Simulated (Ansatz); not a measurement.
I need vertical and adiabatic energies of changing the electron count of CHBrCl, SMILES Cl[CH]Br. Use Ansatz 0.2.0, Python API. Use (for the species named): CAM-B3LYP, def2-SVP basis, multiplicity 2.

```xyz
4

Cl   -1.4759    0.1913   -0.6083
C     0.0594    0.1194   -0.0242
Br    0.7218   -1.3894    0.7321
H     0.7502    1.0184   -0.1200
```

`chbrcl.py`:
```python
# -*- coding: utf-8 -*-
'''How CHBrCl relaxes after losing an electron.'''

import warnings

import ansatz as az
from ase import Atoms
import numpy as np

BASIS_SET = 'def2-SVP'
XC = 'CAM-B3LYP'
CHARGE = 1

warnings.simplefilter('ignore', az.DeckWarning)

atoms = Atoms(['Cl', 'C', 'Br', 'H'], positions=[
    [-1.4759, 0.1913, -0.6083],
    [0.0594, 0.1194, -0.0242],
    [0.7218, -1.3894, 0.7321],
    [0.7502, 1.0184, -0.12],
])
system = az.Crystal.molecule_from_ase(atoms)

model = (
    system.calculation()
    .basis(gaussian=BASIS_SET)
    .functional(XC)
    .spin('collinear', total=1)
    .accuracy('medium')
)
symbols = [site.symbol for site in system.cartesian_sites]
start = np.array([site.position_ang for site in system.cartesian_sites], dtype=float)
data = model.relax(force_tolerance=0.01, max_steps=100).run(threads=1).report
end = np.array(data['positions_ang'])

minimum = az.Crystal.molecule()
for symbol, place in zip(symbols, end):
    minimum = minimum.atom(symbol, place.tolist())
ion = minimum.calculation().basis(gaussian=BASIS_SET).functional(XC).accuracy('medium').charge(CHARGE)
vertical = ion.run(threads=1).report
settled = ion.relax(force_tolerance=0.01, max_steps=80).run(threads=1).report
print(f'vertical ionisation energy   {vertical["free_energy_ev"] - data["free_energy_ev"]:.3f} eV')
print(f'adiabatic, no zero point     {settled["free_energy_ev"] - data["free_energy_ev"]:.3f} eV')
print(f'relaxation energy of the ion {vertical["free_energy_ev"] - settled["free_energy_ev"]:.3f} eV')
ionised = np.array(settled['positions_ang'])
print('final positions (A) and the move of each atom')
for symbol, xyz, old in zip(symbols, ionised, end):
    print(f'{symbol:2s} {xyz[0]:10.5f} {xyz[1]:10.5f} {xyz[2]:10.5f}   {np.linalg.norm(xyz - old):7.4f}')
```

```console
$ python chbrcl.py
vertical ionisation energy   8.578 eV
adiabatic, no zero point     8.250 eV
relaxation energy of the ion 0.328 eV
final positions (A) and the move of each atom
Cl   -1.44947    0.21956   -0.61839    0.0555
C     0.05994    0.09676   -0.02774    0.1325
Br    0.73629   -1.36034    0.73005    0.0579
H     0.70874    0.98373   -0.10433    0.0688
```

These settings explore the input space; basis and method may be short of convergence. The energies are electronic: no zero-point or thermal terms, and the basis set is short of its limit. The product may relax into another structure. The relaxation finds the nearest minimum, so the adiabatic value is an upper bound. The species is open-shell (spin multiplicity 2). Only the spin states typed were run; another state of an ion can lie lower, by up to an eV or two. Wall time of the script: 52 s on 1 thread of Arm Neoverse V2, on a shared host, peak memory 0.28 GiB.

(A comment or docstring line of the script was reworded after the run, the code is as it ran; lines on the test bed's own set-up are left out of the output.)
